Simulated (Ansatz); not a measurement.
# C6H3B: the cost of one run

Method: RKS PBE0-D4/def2-SVP; program: Ansatz 0.2.0.

4 further runs of the same task are left out: 4 set aside as unsound or not needed.

**1. The starting structure**

SMILES `C#CB(C#C)C#C`, 10 atoms, charge 0, spin multiplicity 1.

Atoms are counted from 1 here; the program's logs count them from 0.

Bond lengths: C1–C2 1.231 Å, C1–H8 1.082 Å, C2–B3 1.525 Å, B3–C4 1.525 Å, B3–C6 1.525 Å, C4–C5 1.231 Å, C5–H9 1.083 Å, C6–C7 1.231 Å, C7–H10 1.082 Å. Angles: C2–C1–H8 179.9°, C1–C2–B3 179.5°, C2–B3–C4 120.1°, C2–B3–C6 119.9°, C4–B3–C6 119.9°, B3–C4–C5 179.5°, C4–C5–H9 179.8°, B3–C6–C7 179.5°, C6–C7–H10 179.9°.

As a file:

```mol
C6H3B
  3D, bonds by distance, orders not assigned

 10  9  0  0  0  0  0  0  0  0999 V2000
    0.1339   -2.6391    0.8100 C   0  0
    0.0781   -1.4595    0.4616 C   0  0
    0.0099   -0.0027    0.0167 B   0  0
   -1.2869    0.7848    0.1697 C   0  0
   -2.3341    1.4222    0.2829 C   0  0
    1.2371    0.6646   -0.5945 C   0  0
    2.2251    1.2000   -1.0975 C   0  0
    0.1821   -3.6763    1.1158 H   0  0
   -3.2548    1.9834    0.3791 H   0  0
    3.0928    1.6714   -1.5407 H   0  0
  1  2  8  0
  1  8  8  0
  2  3  8  0
  3  4  8  0
  3  6  8  0
  4  5  8  0
  5  9  8  0
  6  7  8  0
  7 10  8  0
M  END
```

**2. Relaxation**

input.yaml reads:

```yaml
crystal:
  periodic: [false, false, false]
  atoms:
    - { symbol: C, position_ang: [0.133892, -2.639065, 0.80996] }
    - { symbol: C, position_ang: [0.078076, -1.459491, 0.461611] }
    - { symbol: B, position_ang: [0.009887, -0.002713, 0.016737] }
    - { symbol: C, position_ang: [-1.286863, 0.784766, 0.169694] }
    - { symbol: C, position_ang: [-2.334102, 1.422191, 0.282877] }
    - { symbol: C, position_ang: [1.237089, 0.664627, -0.594487] }
    - { symbol: C, position_ang: [2.225056, 1.20001, -1.097504] }
    - { symbol: H, position_ang: [0.182054, -3.676316, 1.115814] }
    - { symbol: H, position_ang: [-3.254839, 1.983383, 0.379124] }
    - { symbol: H, position_ang: [3.09285, 1.671409, -1.540727] }
basis:
  gaussian: { orbitals: def2-SVP }
hamiltonian:
  xc: pbe0
  dispersion: d4
output:
  forces: true
relax:
  f_tol: 0.003
  max_steps: 120
```

On the command line:

```console
$ ansatz run input.yaml --threads 1 --pin off --max-ram 2560MiB --backend cpu --events-out ev --progress --plain --runs-dir out
```

**Question.** How long does this run take on 1 thread of Arm Neoverse V2, shared host, and how much memory does it need?

About 30 s, with a peak of 0.25 GiB.
